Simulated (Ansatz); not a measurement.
**C3H8Cl3HfN: geometry and vibrations**

What shape does C3H8Cl3HfN take? The plan is to relax it, check the end point by its vibrations and derive ideal-gas thermochemistry.

The runs use Ansatz 0.2.0, Gaussian basis; RKS PBE0-D4/def2-TZVP.

Plan: relaxation at PBE0-D4/def2-TZVP; harmonic vibrations at the same level.

2 further runs of the same task are left out: 1 that didn't finish, 1 set aside as unsound or not needed.

## (1) The starting structure

SMILES `CC[N](C)[Hf]([Cl])([Cl])[Cl]`, 16 atoms, charge 0, spin multiplicity 1.

Atoms are counted from 1 here; the program's logs count them from 0.

Bond lengths: C1–C2 1.543 Å, C1–H9 1.102 Å, C1–H10 1.089 Å, C1–H11 1.092 Å, C2–N3 1.460 Å, C2–H12 1.098 Å, C2–H13 1.099 Å, N3–C4 1.462 Å, N3–Hf5 1.960 Å, C4–H14 1.102 Å, C4–H15 1.097 Å, C4–H16 1.097 Å, Hf5–Cl6 2.284 Å, Hf5–Cl7 2.287 Å, Hf5–Cl8 2.273 Å. Angles: C2–C1–H9 110.3°, C2–C1–H10 110.0°, C2–C1–H11 110.7°, H9–C1–H10 108.3°, H9–C1–H11 109.3°, H10–C1–H11 108.2°, C1–C2–N3 112.0°, C1–C2–H12 109.6°, C1–C2–H13 109.1°, N3–C2–H12 109.9°, N3–C2–H13 108.1°, H12–C2–H13 108.1°, C2–N3–C4 112.9°, C2–N3–Hf5 110.3°, C4–N3–Hf5 109.7°, N3–C4–H14 112.4°, N3–C4–H15 110.2°, N3–C4–H16 108.9° and more.

The start is a GFN2-xTB geometry. Hf takes the def2 core potential; no spin-orbit term is included.

## (2) Geometry optimisation, PBE0-D4/def2-TZVP

Contents of in.yaml:

```yaml
crystal:
  periodic: [false, false, false]
  atoms:
    - {symbol: C, position_ang: [1.525090, -0.585410, -0.499060]}
    - {symbol: C, position_ang: [1.048710, 0.038150, 0.829880]}
    - {symbol: N, position_ang: [-0.354220, 0.438730, 0.773320]}
    - {symbol: C, position_ang: [-1.271300, -0.649690, 1.106240]}
    - {symbol: Hf, position_ang: [-0.787730, 1.147230, -1.001710]}
    - {symbol: Cl, position_ang: [-2.814730, 2.192410, -0.870090]}
    - {symbol: Cl, position_ang: [0.687150, 2.728040, -1.746830]}
    - {symbol: Cl, position_ang: [-1.268110, -0.570490, -2.411130]}
    - {symbol: H, position_ang: [1.476250, 0.159320, -1.309200]}
    - {symbol: H, position_ang: [2.557320, -0.920000, -0.403980]}
    - {symbol: H, position_ang: [0.909130, -1.448080, -0.763520]}
    - {symbol: H, position_ang: [1.199990, -0.678000, 1.647760]}
    - {symbol: H, position_ang: [1.651010, 0.931970, 1.043080]}
    - {symbol: H, position_ang: [-1.108210, -1.542510, 0.480380]}
    - {symbol: H, position_ang: [-1.148120, -0.941540, 2.156350]}
    - {symbol: H, position_ang: [-2.302220, -0.300130, 0.968500]}
basis:
  gaussian: {orbitals: def2-TZVP}
hamiltonian: {xc: pbe0, dispersion: d4}
relax: {f_tol: 0.005, max_steps: 150}
```

Started as:

```console
ansatz run in.yaml --threads 4 --pin off --events-out ev --progress --plain --max-ram 66560MiB --backend cuda --devices 0, --max-vram 37GiB
```

The runs that follow: Harmonic vibrations.

Before running them: what should the planned runs give, taken together? Wanted: point group; shift from the start; total energy; dispersion term; dipole moment; lowest, highest wavenumber; zero-point energy.

As calculated:

```
                  quantity            value
               point group               C1
                     steps               20
shift from the start (rms)          0.830 Å
              total energy   -43599.1383 eV
           dispersion term         -430 meV
             dipole moment           3.48 D
lowest, highest wavenumber    32, 3136 cm⁻¹
         zero-point energy     298.2 kJ/mol
       entropy at 298.15 K  497.4 J/(mol K)
```

**Reading.** The relaxed geometry lies 0.83 Å (rms) from the start; the bond that changed most is Hf5–Cl8, from 2.273 to 2.350 Å. No mode is imaginary: a true minimum at this level. The stiffest mode, 3136 cm⁻¹, is a C–H stretch, and 8 modes under 200 cm⁻¹ make the vibrational entropy uncertain. Harmonic hybrid wavenumbers usually lie a few per cent above measured fundamentals. The largest Mulliken charge, +1.11 e, sits on Hf5.
